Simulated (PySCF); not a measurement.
# C5H2N4: the cost of one run

Programs: PySCF 2.14.0, with routines of our own; each step states its level. All values are computed. Atoms count from 0.

## Step 1: The system as given

11 atoms, charge 0, multiplicity 1; geometry from: GFN2-xTB.

## Step 2: Open-shell or spin-flip excitations: collinear spin-flip TDA CAM-B3LYP/def2-SVPD

The job: settings as JSON, then the geometry in Å.

```
{"job": {"kind": "uabs", "xc": "CAM-B3LYP", "basis": "def2-SVPD", "nstates": 8, "spin_flip": true, "ref_mult": 3}, "charge": 0, "multiplicity": 1}
N      0.547699     3.124585     0.145194
C      0.209772     2.030701     0.099365
C     -0.230054     0.700853     0.045234
C     -1.560921     0.228011     0.074406
N     -1.592475    -1.083689     0.004521
N     -0.337199    -1.490813    -0.069275
C      0.543950    -0.460156    -0.049651
C      1.934200    -0.620727    -0.115734
N      3.070975    -0.755748    -0.170219
H     -2.460965     0.804081     0.142715
H     -0.119557    -2.474427    -0.132521
```

Method: collinear spin-flip TDA CAM-B3LYP/def2-SVPD, vertical, gas phase, core orbitals frozen in the response.

Launch:

```
OMP_NUM_THREADS=1 python excited_run.py task.json out
```

One launch serves the whole session: the jobs run in the order shown.

**Question.** How long does this first job take on 1 thread of Arm Neoverse V1, shared host, and how much memory does it need?

About 49 s, with a peak of 0.67 GiB.
